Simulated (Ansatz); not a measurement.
# ZrNH (singlet): wave-function methods side by side, def2-SVP

Aim: climb from Hartree-Fock through coupled cluster for ZrNH (singlet) at one geometry and basis, and see what each rung misses.

The runs use Ansatz 0.2.0, Gaussian basis; def2-SVP, correlated electrons: outside noble gas.

The runs, in order: UHF; CCSD(T) on RHF; CCSD(T) on UHF; CISD; CCSDT(Q) on RHF; CCSDT(Q) on UHF; CCSDTQ on RHF.

## Step 1: What is computed

The geometry is a PBE0/def2-TZVP stationary point (not a proven minimum). No spin-orbit coupling is included. Elements past krypton take def2 core potentials. Outer-core shells of the metal stay frozen.

3 atoms, charge 0, spin multiplicity 1.

Atoms are counted from 1 here; the program's logs count them from 0.

Bond lengths: Zr1–N2 1.758 Å, N2–H3 1.012 Å. Angles: Zr1–N2–H3 180.0°.

Coordinates:

```xyz
3

Zr    0.0000    0.0000   -1.5094
N     0.0000    0.0000    0.2489
H     0.0000    0.0000    1.2605
```

In the tables R marks a restricted determinant and U an unrestricted one; correlation energies count from the lowest restricted Hartree-Fock solution.

## Step 2: UHF

Contents of in.yaml:

```yaml
crystal:
  periodic: [false, false, false]
  atoms:
    - {symbol: Zr, position_ang: [0.000000, 0.000000, -1.509417]}
    - {symbol: N, position_ang: [0.000000, 0.000000, 0.248939]}
    - {symbol: H, position_ang: [0.000000, 0.000000, 1.260478]}
basis:
  gaussian: {orbitals: def2-SVP}
magnetization: {spin_polarized: true, initial_magnetization: 0}
hamiltonian: {xc: hf}
output: {orbitals: {seedname: orbitals}}
```

Run with:

```sh
$ ansatz run in.yaml --threads 1 --pin off --events-out ev --progress --plain --max-ram 4096MiB --backend cpu
```

Further steps of the session: CCSD(T) on RHF; CCSD(T) on UHF; CISD; CCSDT(Q) on RHF; CCSDT(Q) on UHF; CCSDTQ on RHF.

Before running them: what should the planned runs give, taken together? Wanted: correlation energy, RCCSDTQ; RMP2 from RCCSDTQ; UMP2 from RCCSDTQ; RCCSD from RCCSDTQ; RCCSD(T) from RCCSDTQ; UCCSD(T) from RCCSDTQ; RCCSDT(Q) from RCCSDTQ; UCCSDT(Q) from RCCSDTQ; T1 diagnostic.

The runs gave:

| quantity | value |
| --- | --- |
| correlation energy, RCCSDTQ | -7.9716 eV |
| RMP2 from RCCSDTQ | +530.9 meV |
| UMP2 from RCCSDTQ | +660.7 meV |
| RCCSD from RCCSDTQ | +494.7 meV |
| RCCSD(T) from RCCSDTQ | +31.6 meV |
| UCCSD(T) from RCCSDTQ | +71.7 meV |
| RCCSDT(Q) from RCCSDTQ | -3.5 meV |
| UCCSDT(Q) from RCCSDTQ | +26.5 meV |
| levels of the table within 1 kcal/mol (43 meV) | RCCSD(T), RCCSDT, RCCSDT(Q), UCCSDT(Q) |
| T1 diagnostic | 0.032 |

What this shows: RCCSD(T) lands +31.6 meV from the yardstick (0.4 % of the correlation energy). CCSD(T) misses by +31.6 meV on the restricted determinant and by +71.7 meV on the unrestricted one; the two need not hold the same state or core. These misses are within one basis, not against nature; the frozen cores of restricted and unrestricted runs differ, which can shift their rows.
